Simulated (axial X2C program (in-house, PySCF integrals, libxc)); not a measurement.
**WSi: from the state search to constants**

Aim: find the lowest determinant of WSi, scan the bond at several levels and fit the constants, once spin-free and once with spin–orbit coupling.

Method: all-electron X2C, W dyall-cv3z, Si dyall-v3z; program: an in-house X2C program for linear molecules on PySCF integrals.

All values are calculated.

## 1. Input

Input file task.json:

```json
{"zs": [74, 14], "q": 0, "bas": ["dyall-cv3z", "dyall-v3z"], "levels": ["PBE0", "HF", "TPSS"], "cc": true, "r0": 2.53, "thr": -1.0, "nmax": 90, "npts": 10, "nst": 2, "ntry": 6}
```

Keys: zs atomic numbers; q charge; bas basis sets; levels methods (HF also brings MP2); cc coupled cluster on or off; r0 starting distance in Å; thr threshold in hartree for freezing inner shells (an s shell follows its p shell); nmax most natural virtual spinors; npts points asked for on the curve; nst determinants followed; ntry starts of the search.

Run with:

```bash
$ python so2c.py task.json out
```

Spin-free means the one-electron spin-free X2C Hamiltonian; two-component (2c) means X2C with spin–orbit coupling and atomic mean-field two-electron Coulomb and Gaunt terms. Basis: W dyall-cv3z contracted to [13s14p9d7f4g], Si dyall-v3z contracted to [8s7p2d1f]; Gaussian nuclei, density fitting. Masses: W 183.951 u, Si 27.977 u.

Notation: σ, π±, δ± give the projection m of an orbital's angular momentum (0, ±1, ±2), α and β its spin, Λ and M_S the sums; ω is the projection of a spinor's total angular momentum and Ω the sum. Logs are in hartree.

The results follow Hamiltonian by Hamiltonian and level by level.

## 2. Search for the lowest determinant

PBE0 moves the distance from 2.530 Å to 2.318 Å and compares determinants there.

Spin-free determinants:

| ΔE (eV) | state | open shells |
| --- | --- | --- |
| 0.00 | M_S = 2, Λ = 1 | beyond closed shells: σα, π+α, π+β, π-α, δ+α, δ-α |
| 0.46 | M_S = 2, Λ = 0 | beyond closed shells: 2 × σα, δ+α, δ-α |
| 0.48 | M_S = 1, Λ = 2 | beyond closed shells: σα, δ+α |
| 0.56 | M_S = 1, Λ = 1 | beyond closed shells: σα, π+α, π+β, π-β, δ+α, δ-α |
| 0.57 | M_S = 1, Λ = 0 | beyond closed shells: δ+α, δ-α |
| 0.85 | M_S = 3, Λ = 1 | beyond closed shells: σα, 2 × π+α, π-α, δ+α, δ-α |
| 1.05 | M_S = 2, Λ = 0 | beyond closed shells: π+α, π-α, δ+α, δ-α |

Two-component determinants:

```csv
ΔE (eV),state,open shells
0.00,Ω = 3,"excess of +ω over −ω: ω = 1/2, ω = 5/2"
0.08,Ω = 1,"excess of +ω over −ω: ω = -3/2, ω = 5/2"
0.24,Ω = 1,"excess of +ω over −ω: ω = -1/2, ω = 3/2"
0.50,Ω = 2,"excess of +ω over −ω: 2 × ω = 1/2, ω = -3/2, ω = 5/2"
0.52,Ω = 0,"excess of +ω over −ω: ω = -1/2, 2 × ω = 3/2, ω = -5/2"
0.75,Ω = 2,"excess of +ω over −ω: ω = -1/2, ω = 5/2"
0.92,Ω = 2,"excess of +ω over −ω: ω = 1/2, ω = 3/2"
```

## 3. PBE0, spin-free

State followed: M_S = 2, Λ = 1 (beyond closed shells: σα, π+α, π+β, π-α, δ+α, δ-α). The scan is laid around 2.318 Å, a first estimate of the minimum, and this SCF restarts from the orbitals of the search.

The SCF at the reference distance of 2.318 Å:

```text
spin-free X2C-1e  PBE0
basis functions 231  fitting functions 1191  grid points 5081
iter        total energy     max residual
   1     -16433.451650124     6.38e-05
   2     -16433.451650198     4.91e-05
   3     -16433.451650232     2.14e-05
   4     -16433.451650243     1.16e-05
   5     -16433.451650249     8.00e-06
converged
one-electron -23028.01059496  Coulomb 6707.45081793  exact exchange -85.95227419  xc functional -263.44848191  nuclear repulsion 236.50888288
```

Along the bond, energies from the lowest point:

```
R (Å)  E (eV)  μ (D)  HOMO (eV)  LUMO (eV)  iterations
2.109  0.3981  -2.54      -5.57      -3.58          43
2.179  0.1540  -2.59      -5.43      -3.49          41
2.248  0.0320  -2.62      -5.31      -3.41          41
2.318  0.0000  -2.61      -5.23      -3.35           5
2.399  0.0421  -2.58      -5.17      -3.31          42
2.480  0.1426  -2.51      -5.14      -3.28          41
2.585  0.3232  -2.38      -5.13      -3.27          44
```

Dipoles are positive if Si is the positive end.

Outer orbitals at the reference distance:

```
symmetry  occupied  ε (eV)            atomic character
      σα       yes  -12.05  57% Si s, 15% W s, 15% W d
      σβ       yes  -12.00  62% Si s, 12% W d, 12% W s
      σα       yes   -6.54  55% W s, 20% Si p, 16% W d
     π-α       yes   -6.43  74% W d, 20% Si p, 3% Si d
     π+α       yes   -6.43  74% W d, 20% Si p, 3% Si d
      σα       yes   -6.28  55% W d, 29% Si p, 9% Si s
     δ-α       yes   -6.03                     99% W d
     δ+α       yes   -6.03                     99% W d
      σβ       yes   -5.84  60% Si p, 17% W s, 12% W d
     π+β       yes   -5.23   56% Si p, 32% W d, 6% W p
     π-β        no   -3.35   56% Si p, 32% W d, 6% W p
     π-α        no   -2.26  43% W p, 36% Si p, 18% W d
     π+α        no   -2.26  43% W p, 36% Si p, 18% W d
      σβ        no   -2.11   54% W s, 25% W d, 12% W p
```

PBE0 fields in the half plane through the axis: z from -2.4 to 4.5 Å across, distance from the axis 0.15 to 2.25 Å upwards; W lies at z = 0 and Si at z = 2.318 Å; the ELF is damped to zero where the density is low.

log10 density (e/bohr³). Ten even steps from '0' (-4.08 ) to '9' (1.80 ):
```
000111222222222211111000
001122222222222222221110
011222333333333333222111
112233344443333333332211
112334445444444444433221
122334556554444444443322
122345677765555665444322
123345689865555786544322
```

ELF. Ten even steps from '0' (0.00 ) to '9' (0.97 ):
```
000011222221111111110000
000123333333322233433200
001223444444444456666520
011223344334566678888752
012222344334677678999875
122222456533675114999987
122223543453670240599998
123235652554651866199998
```

Re = 2.314 Å, ωe = 388 cm⁻¹, ωexe = 1.79 cm⁻¹, Be = 0.1296 cm⁻¹, De = 2.73 eV, μ = -2.62 D.

## 4. HF, spin-free

Output at 2.318 Å:

```text
spin-free X2C-1e  HF
basis functions 231  fitting functions 1191  grid points 5081
iter        total energy     max residual
   1     -16427.859990898     1.06e+00
   2     -16427.909787986     2.44e-02
   3     -16427.915998216     1.78e-01
   4     -16427.921520966     8.83e-02
   5     -16427.924296763     3.06e-02
   6     -16427.924995215     2.84e-02
   7     -16427.925341014     5.41e-03
   8     -16427.925416763     5.01e-03
   9     -16427.925449152     3.80e-03
  10     -16427.925459854     2.80e-04
  11     -16427.925463726     6.54e-04
  12     -16427.925465852     7.10e-04
  13     -16427.925467726     1.98e-04
  14     -16427.925468896     1.43e-04
  15     -16427.925469373     1.86e-04
  16     -16427.925469501     5.79e-05
  17     -16427.925469530     9.66e-06
  18     -16427.925469535     1.40e-05
  19     -16427.925469536     3.89e-06
  20     -16427.925469536     4.82e-07
converged
one-electron -23031.70317409  Coulomb 6711.41674262  exact exchange -344.14792094  xc functional 0.00000000  nuclear repulsion 236.50888288
```

No constants are quoted: the lowest point is the long end of the scan.

## 5. TPSS, spin-free

Output at 2.318 Å:

```text
spin-free X2C-1e  TPSS
basis functions 231  fitting functions 1191  grid points 5081
iter        total energy     max residual
   1     -16433.324837141     2.21e-01
   2     -16433.326608245     2.55e-02
   3     -16433.328862160     3.96e-02
   4     -16433.330005799     3.84e-02
   5     -16433.330313410     1.23e-02
   6     -16433.330374992     2.00e-03
   7     -16433.330393131     7.21e-03
   8     -16433.330401293     9.73e-04
   9     -16433.330401633     3.26e-04
  10     -16433.330401700     1.21e-04
  11     -16433.330401710     1.27e-05
  12     -16433.330401712     1.25e-05
converged
one-electron -23025.16632075  Coulomb 6704.51654839  exact exchange 0.00000000  xc functional -349.18951223  nuclear repulsion 236.50888288
```

Re = 2.312 Å, ωe = 412 cm⁻¹, ωexe = 1.62 cm⁻¹, Be = 0.1298 cm⁻¹, De = 3.19 eV, μ = -2.35 D.

## 6. Correlated methods, spin-free

Correlated methods: 10 electrons correlated (frozen shells, counted by type: W 5 s, 4 p, 2 d, 1 f; Si 2 s, 1 p), 286 virtual spinors in MP2, 90 natural virtuals in coupled cluster.

Output of the correlated part at 2.318 Å:

```text
correlated 10  virtual 286  natural virtual 90  E(MP2) -0.199678365  MP2 remainder -0.007163742
iter   CCSD correlation   residual
   1     -0.205651260   1.53e-01
   2     -0.214450072   8.54e-02
   3     -0.219702030   5.28e-02
   4     -0.222325871   3.12e-02
   5     -0.223544193   1.47e-02
   6     -0.223864401   6.62e-03
   7     -0.223958587   2.67e-03
   8     -0.223983328   1.23e-03
   9     -0.223978733   5.85e-04
  10     -0.223986542   2.69e-04
  11     -0.223982933   1.15e-04
  12     -0.223984703   5.17e-05
  13     -0.223984213   2.36e-05
  14     -0.223984250   1.04e-05
  15     -0.223984310   5.00e-06
  16     -0.223984332   2.34e-06
  17     -0.223984358   1.21e-06
  18     -0.223984367   6.70e-07
(T) -0.014970428  T1 0.0956  D1 0.1699  max T2 0.088
```

T1 in the output is the amplitude norm over the root of the electron number; divide by √2 for the Lee–Taylor value.

MP2: No constants are quoted: the reference is strongly spin-contaminated.

CCSD: Re = 2.342 Å, ωe = 367 cm⁻¹, ωexe = 1.74 cm⁻¹, Be = 0.1265 cm⁻¹, De = 2.28 eV. T1 at Re = 0.067 (Lee–Taylor, the printed value over √2).

CCSD(T): Re = 2.328 Å, ωe = 385 cm⁻¹, ωexe = 1.74 cm⁻¹, Be = 0.1281 cm⁻¹, De = 2.56 eV. T1 at Re = 0.067 (Lee–Taylor, the printed value over √2).

## 7. A higher determinant, spin-free

State: M_S = 2, Λ = 0 (beyond closed shells: 2 × σα, δ+α, δ-α).

Output at the reference distance:

```text
spin-free X2C-1e  PBE0
basis functions 231  fitting functions 1191  grid points 5081
iter        total energy     max residual
   1     -16433.434906133     4.45e-05
   2     -16433.434906166     5.39e-05
   3     -16433.434906198     1.39e-05
   4     -16433.434906202     6.05e-06
converged
one-electron -23028.38661403  Coulomb 6707.88442484  exact exchange -85.96765002  xc functional -263.47394986  nuclear repulsion 236.50888288
```

```
R (Å)  E above the lowest PBE0 point (eV)
2.109                               0.512
2.179                               0.414
2.248                               0.404
2.318                               0.456
2.399                               0.565
2.480                               0.708
2.585                               0.914
```

Re = 2.222 Å, ωe = 401 cm⁻¹, ωexe = 2.01 cm⁻¹, Be = 0.1406 cm⁻¹, μ = -2.36 D. ⟨S²⟩ = 6.61 against 6.00 for a pure state, so this determinant mixes spins. Te = 0.40 eV.

## 8. The spin-free curves together

Energy (eV) of the followed determinant, spin-free, from each level's lowest point:

```
R (Å)   PBE0     HF  MP2 (spin-contaminated)   CCSD  CCSD(T)   TPSS
2.109  0.398  1.101                    0.340  0.477    0.451  0.422
2.179  0.154  0.714                    0.128  0.207    0.187  0.164
2.248  0.032  0.438                    0.025  0.058    0.047  0.033
2.318  0.000  0.247                    0.000  0.000    0.000  0.000
2.399  0.042  0.105                    0.039  0.014    0.029  0.050
2.480  0.143  0.029                    0.126  0.088    0.120  0.167
2.585  0.323  0.000                    0.282  0.240    0.294  0.376
```

## 9. PBE0, 2c

State followed: Ω = 3 (excess of +ω over −ω: ω = 1/2, ω = 5/2). The scan is laid around 2.318 Å, a first estimate of the minimum, and this SCF restarts from the orbitals of the search.

The SCF at the reference distance of 2.318 Å:

```text
two-component X2C + atomic mean field  PBE0
basis functions 231  fitting functions 1191  grid points 5081
iter        total energy     max residual
   1     -16432.159329532     6.34e-05
   2     -16432.159329541     1.35e-05
converged
one-electron -23010.02757847  Coulomb 6704.72414743  exact exchange -85.92122668  xc functional -263.39960997  nuclear repulsion 236.50888288  atomic mean-field constant -14.04394473
```

Along the bond, energies from the lowest point:

```
R (Å)  E (eV)  μ (D)  HOMO (eV)  LUMO (eV)  iterations
2.109  0.3667  -2.50      -5.61      -3.50          47
2.179  0.1364  -2.55      -5.46      -3.41          48
2.248  0.0243  -2.57      -5.34      -3.35          46
2.318  0.0000  -2.57      -5.26      -3.30           2
2.399  0.0489  -2.54      -5.19      -3.27          49
2.480  0.1545  -2.47      -5.16      -3.25          45
2.585  0.3397  -2.34      -5.15      -3.24          47
```

Dipoles are positive if Si is the positive end.

Outer spinors at the reference distance:

| ω | occupied | ε (eV) | atomic character | λ mixture |
| --- | --- | --- | --- | --- |
| 7/2 | yes | -35.32 | 100% W f | 100% φ |
| 5/2 | yes | -35.30 | 100% W f | 80% δ, 20% φ |
| 3/2 | yes | -35.29 | 100% W f | 64% π, 36% δ |
| 1/2 | yes | -35.25 | 100% W f | 50% π, 50% σ |
| -1/2 | yes | -35.20 | 100% W f | 64% σ, 36% π |
| -3/2 | yes | -35.15 | 100% W f | 76% π, 24% δ |
| -5/2 | yes | -35.08 | 100% W f | 88% δ, 12% φ |
| -7/2 | yes | -34.96 | 100% W f | 100% φ |
| 1/2 | yes | -12.04 | 57% Si s, 15% W d, 15% W s | 100% σ |
| -1/2 | yes | -12.00 | 62% Si s, 12% W d, 12% W s | 100% σ |
| -1/2 | yes | -6.54 | 74% W d, 20% Si p, 3% Si d | 96% π, 4% σ |
| 1/2 | yes | -6.53 | 55% W s, 18% W d, 18% Si p | 99% σ, 1% π |
| -3/2 | yes | -6.32 | 99% W d | 98% δ, 2% π |
| 1/2 | yes | -6.30 | 52% W d, 31% Si p, 9% Si s | 98% σ, 2% π |
| 3/2 | yes | -6.30 | 73% W d, 21% Si p, 3% Si d | 100% π |
| -1/2 | yes | -5.83 | 60% Si p, 17% W s, 13% W d | 97% σ, 3% π |
| 5/2 | yes | -5.73 | 99% W d | 100% δ |
| 1/2 | yes | -5.26 | 54% Si p, 33% W d, 6% W p | 97% π, 3% σ |
| -3/2 | no | -3.30 | 56% Si p, 32% W d, 6% W p | 98% π, 2% δ |
| -1/2 | no | -2.41 | 45% W p, 35% Si p, 17% W d | 98% π, 2% σ |
| 3/2 | no | -2.15 | 40% W p, 36% Si p, 19% W d | 99% π, 1% δ |
| -1/2 | no | -2.13 | 54% W s, 25% W d, 13% W p | 99% σ, 1% π |

PBE0 fields in the half plane through the axis: z from -2.4 to 4.5 Å across, distance from the axis 0.15 to 2.25 Å upwards; W lies at z = 0 and Si at z = 2.318 Å; the ELF is damped to zero where the density is low.

log10 density (e/bohr³). Ten even steps from '0' (-4.07 ) to '9' (1.80 ):
```
000111222222222211111000
001122222222222222221110
011222333333333333222111
112233344443333333332211
112334445444444444433221
122334556554444444443322
122345677765555665444322
123345689865555786544322
```

ELF. Ten even steps from '0' (0.00 ) to '9' (0.97 ):
```
000011222221111111110000
000123333333322233333200
001223444444444456666520
011223344334566678888752
012222344334677678999875
122222456533675114999987
122223543453670240599998
123235652554651866199998
```

Re = 2.307 Å, ωe = 390 cm⁻¹, ωexe = 1.85 cm⁻¹, Be = 0.1305 cm⁻¹, De = 2.77 eV, μ = -2.57 D.

## 10. HF, 2c

The SCF at the reference distance of 2.318 Å:

```text
two-component X2C + atomic mean field  HF
basis functions 231  fitting functions 1191  grid points 5081
iter        total energy     max residual
   1     -16426.523399596     1.05e+00
   2     -16426.573697934     2.35e-02
   3     -16426.580158149     1.80e-01
   4     -16426.585947492     9.24e-02
   5     -16426.588983454     3.13e-02
   6     -16426.589786278     3.08e-02
   7     -16426.590196616     6.28e-03
   8     -16426.590286764     5.40e-03
   9     -16426.590327250     4.29e-03
  10     -16426.590341363     3.74e-04
  11     -16426.590346441     6.91e-04
  12     -16426.590349061     7.88e-04
  13     -16426.590351248     1.96e-04
  14     -16426.590352695     1.61e-04
  15     -16426.590353455     2.49e-04
  16     -16426.590353838     1.09e-04
  17     -16426.590354081     4.64e-05
  18     -16426.590354271     1.05e-04
  19     -16426.590354439     1.02e-04
  20     -16426.590354584     4.62e-05
  21     -16426.590354686     2.60e-05
  22     -16426.590354747     3.99e-05
  23     -16426.590354786     3.00e-05
  24     -16426.590354816     1.25e-05
  25     -16426.590354834     1.26e-05
  26     -16426.590354842     1.19e-05
  27     -16426.590354843     3.93e-06
  28     -16426.590354844     1.32e-06
converged
one-electron -23013.67692566  Coulomb 6708.64898539  exact exchange -344.02735272  xc functional 0.00000000  nuclear repulsion 236.50888288  atomic mean-field constant -14.04394473
```

No constants are quoted: the lowest point is the long end of the scan.

## 11. TPSS, 2c

The SCF at the reference distance of 2.318 Å:

```text
two-component X2C + atomic mean field  TPSS
basis functions 231  fitting functions 1191  grid points 5081
iter        total energy     max residual
   1     -16432.022465798     2.18e-01
   2     -16432.024299668     2.55e-02
   3     -16432.026571383     4.01e-02
   4     -16432.027759485     3.96e-02
   5     -16432.028099767     1.16e-02
   6     -16432.028183931     3.23e-03
   7     -16432.028220677     8.28e-03
   8     -16432.028234415     1.33e-03
   9     -16432.028236950     1.18e-03
  10     -16432.028238536     1.22e-03
  11     -16432.028239027     2.39e-04
  12     -16432.028239087     3.29e-05
  13     -16432.028239101     8.17e-05
  14     -16432.028239104     2.55e-05
  15     -16432.028239104     3.58e-06
converged
one-electron -23007.17287331  Coulomb 6701.77777944  exact exchange 0.00000000  xc functional -349.09808339  nuclear repulsion 236.50888288  atomic mean-field constant -14.04394473
```

Re = 2.303 Å, ωe = 413 cm⁻¹, ωexe = 1.63 cm⁻¹, Be = 0.1308 cm⁻¹, De = 3.23 eV, μ = -2.31 D.

## 12. Correlated methods, 2c

Correlated methods: 10 electrons correlated (frozen shells, counted by type: W 5 s, 4 p, 2 d, 1 f; Si 2 s, 1 p), 286 virtual spinors in MP2, 90 natural virtuals in coupled cluster.

Output of the correlated part at 2.318 Å:

```text
correlated 10  virtual 286  natural virtual 90  E(MP2) -0.199895033  MP2 remainder -0.007283488
iter   CCSD correlation   residual
   1     -0.205739333   1.52e-01
   2     -0.214497671   8.47e-02
   3     -0.219659082   5.24e-02
   4     -0.222256244   3.12e-02
   5     -0.223489590   1.50e-02
   6     -0.223821113   7.01e-03
   7     -0.223923048   3.08e-03
   8     -0.223949278   1.61e-03
   9     -0.223942504   9.15e-04
  10     -0.223951616   5.49e-04
  11     -0.223943125   3.30e-04
  12     -0.223946493   1.92e-04
  13     -0.223944819   1.08e-04
  14     -0.223946478   6.19e-05
  15     -0.223947642   2.93e-05
  16     -0.223948310   1.57e-05
  17     -0.223948616   7.61e-06
  18     -0.223948658   4.22e-06
  19     -0.223948601   2.54e-06
  20     -0.223948592   1.43e-06
(T) -0.014925268  T1 0.0961  D1 0.1767  max T2 0.082
```

MP2: No constants are quoted: the reference is strongly spin-contaminated.

CCSD: Re = 2.336 Å, ωe = 370 cm⁻¹, Be = 0.1272 cm⁻¹, De = 2.30 eV. T1 at Re = 0.068 (Lee–Taylor, the printed value over √2).

CCSD(T): Re = 2.322 Å, ωe = 389 cm⁻¹, ωexe = 2.6 cm⁻¹, Be = 0.1288 cm⁻¹, De = 2.58 eV. T1 at Re = 0.068 (Lee–Taylor, the printed value over √2).

## 13. A higher determinant, 2c

State: Ω = 1 (excess of +ω over −ω: ω = -3/2, ω = 5/2).

Output at the reference distance:

```text
two-component X2C + atomic mean field  PBE0
basis functions 231  fitting functions 1191  grid points 5081
iter        total energy     max residual
   1     -16432.156221915     4.51e-05
   2     -16432.156221930     1.97e-05
   3     -16432.156221933     2.17e-05
   4     -16432.156221933     1.83e-05
converged
one-electron -23009.98919397  Coulomb 6704.69269463  exact exchange -85.92297709  xc functional -263.40168365  nuclear repulsion 236.50888288  atomic mean-field constant -14.04394473
```

```
R (Å)  E above the lowest PBE0 point (eV)
2.109                               0.491
2.179                               0.247
2.248                               0.122
2.318                               0.085
2.399                               0.120
2.480                               0.214
2.585                               0.388
```

Re = 2.320 Å, ωe = 381 cm⁻¹, ωexe = 1.71 cm⁻¹, Be = 0.129 cm⁻¹, μ = -2.62 D. Te = 0.09 eV.

## 14. The 2c curves together

Energy (eV) of the followed determinant, 2c, from each level's lowest point:

```
R (Å)   PBE0     HF  MP2 (spin-contaminated)   CCSD  CCSD(T)   TPSS
2.109  0.367  1.071                    0.327  0.445    0.414  0.374
2.179  0.136  0.691                    0.120  0.193    0.172  0.139
2.248  0.024  0.421                    0.020  0.052    0.040  0.023
2.318  0.000  0.235                    0.000  0.000    0.000  0.000
2.399  0.049  0.098                    0.043  0.019    0.035  0.059
2.480  0.154  0.026                    0.133  0.097    0.131  0.183
2.585  0.340  0.000                    0.290  0.252    0.307  0.400
```

The whole job took 3.5 min on 1 thread of AMD EPYC 9B45 (Zen 5), shared host; peak memory 0.72 GiB.

## 15. Results

Lowest determinant that the search found at its distance, spin-free: M_S = 2, Λ = 1 (beyond closed shells: σα, π+α, π+β, π-α, δ+α, δ-α).

Lowest determinant that the search found at its distance, 2c: Ω = 3 (excess of +ω over −ω: ω = 1/2, ω = 5/2).

| Hamiltonian | level | Re (Å) | ωe (cm⁻¹) | De (eV) | μ (D) |
| --- | --- | --- | --- | --- | --- |
| spin-free | PBE0 | 2.314 | 388 | 2.73 | -2.62 |
| spin-free | CCSD | 2.342 | 367 | 2.28 | n/a |
| spin-free | CCSD(T) | 2.328 | 385 | 2.56 | n/a |
| spin-free | TPSS | 2.312 | 412 | 3.19 | -2.35 |
| 2c | PBE0 | 2.307 | 390 | 2.77 | -2.57 |
| 2c | CCSD | 2.336 | 370 | 2.30 | n/a |
| 2c | CCSD(T) | 2.322 | 389 | 2.58 | n/a |
| 2c | TPSS | 2.303 | 413 | 3.23 | -2.31 |

Dipoles are positive if Si is the positive end. No constants: spin-free HF (the lowest point is the long end of the scan); spin-free MP2 (the reference is strongly spin-contaminated); 2c HF (the lowest point is the long end of the scan); 2c MP2 (the reference is strongly spin-contaminated).

Time per point (s) on 1 thread of AMD EPYC 9B45 (Zen 5), shared host (2c runs; CCSD comes with the CCSD(T) run); the times are rough: PBE0 2.3, CCSD(T) 5.4, TPSS 1.6.

**Reading.** At CCSD(T), going from spin-free to two-component changes Re by -7 mÅ, ωe by +1.2 %; the spin-free picture holds up (part of it comes from the scalar share of the two-electron terms). De moves by +0.02 eV; both De rest on single-determinant atoms, which can miss part of an open shell's spin–orbit lowering.

De refers to W + Si, each in the lowest determinant found, which need not be this curve's own limit. The state is a single determinant with fixed occupations, the lowest that a limited PBE0 search found. De is counted from the lowest determinant-based energies of the atoms at the same level, without counterpoise correction. Density functionals use the spin component along the axis (collinear). Coupled cluster ran in a truncated set of natural virtual spinors; the MP2 energy of the rest was added. The meta-GGAs lack a current-density term, which matters for open shells with orbital currents, atoms included. With several unpaired electrons one determinant need not be a pure state. At some level an empty orbital lies below a filled one. The spin-free determinant is spin-contaminated at some levels. With the outer-core shells frozen, correlated bond lengths of heavy atoms tend to come out a few hundredths of an ångström too long. T1 at Re is 0.068 (Lee–Taylor), above the customary mark of 0.02.
